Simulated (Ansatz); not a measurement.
## BiTe in Ansatz: the effect of strain

BiTe:

```
CELL_PARAMETERS angstrom
0.00000 3.23500 3.10560
3.23500 0.00000 3.10560
3.23500 3.23500 0.00000
ATOMIC_POSITIONS crystal
Bi 0.00000 0.00000 0.00000
Te 0.50000 0.50000 0.50000
```

The cell isn't the ideal one: strained by -4 %.

Alike in all runs:

```yaml
Program: Ansatz 0.2.0
Task: single point
Functional: PBE
Potentials_or_basis: Ansatz PAW
Cutoff: "420 eV (not typed: the program's choice for these potentials)"
k_mesh: 7 × 7 × 7
Occupations: fermi-dirac, width 0.05 eV
Spin: no spin polarisation
```

Q: One run gave: pressure 2.0 GPa. Which strain did it use?
A. -0.02
B. -0.04
C. -0.01

A: A.

```csv
strain,pressure (GPa)
-0.04,3.2
-0.02,2.0
-0.01,1.4
```
